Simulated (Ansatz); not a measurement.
What does this script print? It uses the Python package of Ansatz (0.2.0).

`albrh2.xyz`
```text
4

Al   -0.12040   -0.10100   -0.08780
Br    1.76400    0.55900    1.12520
H    -0.64070   -1.58810   -0.19290
H    -0.94750    1.06990   -0.86480
```

`run_cas.py`
```python
"""Active-space calculation on AlBrH2."""

import ansatz as az


def main() -> None:
    molecule = az.Crystal.molecule_from_extxyz("albrh2.xyz")

    setup = (
        molecule.calculation()
        .basis(gaussian="def2-SVP")
        .correlation(active_electrons=2, active_orbitals=3)
    )
    for method in ["sc_nevpt2"]:
        report = (setup if method is None else setup.correlation(method)).run(threads=1, backend="cpu").report
        space = report["configurations"]
        state = space["states"][0]
        print(method or "casscf", f"total {report['free_energy_ev'] / 27.211386246:.6f} Ha, active-space state {state['energy']['hartree']:.6f} Ha, mean field {report['reference_energy_ev'] / 27.211386246:.6f} Ha")
        print("  determinants", state["n_determinants"], " natural occupations", [round(n, 3) for n in space["natural_occupations"]])
    print("effectively unpaired electrons, sum of min(n, 2 - n):", round(sum(min(n, 2 - n) for n in space["natural_occupations"]), 3))


if __name__ == "__main__":
    main()
```

Running `python run_cas.py` prints:
```text
sc_nevpt2 total -2815.457472 Ha, active-space state -2815.180843 Ha, mean field -2815.160717 Ha
  determinants 9  natural occupations [1.97, 0.023, 0.007]
effectively unpaired electrons, sum of min(n, 2 - n): 0.061
```

Caveats:
- Total energies depend on the basis set; only differences at equal settings carry meaning.
- The geometry is a force-field or estimated start, not a minimum of this method, and the basis set is short of its limit. The active space starts as a window about the frontier orbitals and is then optimised, not chosen by chemistry.
- It ran for 12 s on 1 thread of AMD EPYC 7571, on a shared host, peak memory 0.21 GiB.
